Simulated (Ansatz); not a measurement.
# Al3Cu2: the cost of one run

Program: Ansatz 0.2.0. Level of theory: DFT LDA, scalar-relativistic, plane waves, PAW. These are calculated values, not measurements.

2 further runs of the same task are left out: 2 set aside as unsound or not needed.

## (1) The structure to begin with

The structure is trigonal, space group P-3m1 (No. 164). Conventional cell: a = 4.056 Å, b = 4.056 Å, c = 4.932 Å, α = 90.00°, β = 90.00°, γ = 120.00°. Al (site symmetry -3m) has 6 Cu at 2.47 Å as nearest neighbours. Around Al (site symmetry 3m) lie 5 Cu at 2.42 to 2.53 Å and 3 Al at 2.77 Å. Around Cu (site symmetry 3m) lie 8 Al at 2.42 to 2.53 Å.

Structure file:

```cif
data_structure
_symmetry_space_group_name_H-M 'P 1'
_symmetry_Int_Tables_number 1
_cell_length_a 4.0558
_cell_length_b 4.0558
_cell_length_c 4.9320
_cell_angle_alpha 90.000
_cell_angle_beta 90.000
_cell_angle_gamma 120.000
_cell_volume 70.26
loop_
_atom_site_label
_atom_site_type_symbol
_atom_site_fract_x
_atom_site_fract_y
_atom_site_fract_z
_atom_site_occupancy
Al1 Al 0.00000 0.00000 0.00000 1
Al2 Al 0.33333 0.66667 0.35086 1
Al3 Al 0.66667 0.33333 0.64914 1
Cu1 Cu 0.33333 0.66667 0.84151 1
Cu2 Cu 0.66667 0.33333 0.15849 1
```

It goes back to an entry of the Materials Project, which need not be the stable form.

It is the result of an earlier relaxation at this level (volume 14.05 Å³/atom; gap on the mesh: none (metal)).

## (2) Tight relaxation for the response runs, with the smearing for a metal

Response runs need a geometry at rest under their own mesh and occupations; hence this stricter relaxation.

input.yaml

```yaml
crystal:
  lattice:
    - [4.0558389489, 0.0, 0.0]
    - [-2.0279194745, 3.5124595634, 0.0]
    - [0.0, 0.0, 4.9320181099]
  atoms:
    - { symbol: Al, position: [0.0, 0.0, 0.0] }
    - { symbol: Al, position: [0.3333333333, 0.6666666667, 0.3508592136] }
    - { symbol: Al, position: [0.6666666667, 0.3333333333, 0.6491407864] }
    - { symbol: Cu, position: [0.3333333333, 0.6666666667, 0.8415141679] }
    - { symbol: Cu, position: [0.6666666667, 0.3333333333, 0.1584858321] }
basis:
  ecutwfc: 420
kpoints:
  mp_grid: { grid: [12, 12, 8] }
hamiltonian:
  xc: lda
scf:
  occupations: { method: fermi_dirac, width: 0.15 }
output:
  forces: true
  stress: true
  eigenvalues: true
relax:
  adjacent_minimum: "off"
  f_tol: 0.001
  max_steps: 60
  cell: { stress_tol: 0.01 }
```

Run with:

```sh
ansatz run input.yaml --threads 1 --pin off --max-ram 3072MiB --backend cpu --events-out ev --progress --plain --runs-dir out
```

Q: Estimate wall time and peak memory on 1 thread of Arm Neoverse V2, shared host.

About 67 s, with a peak of 0.48 GiB.
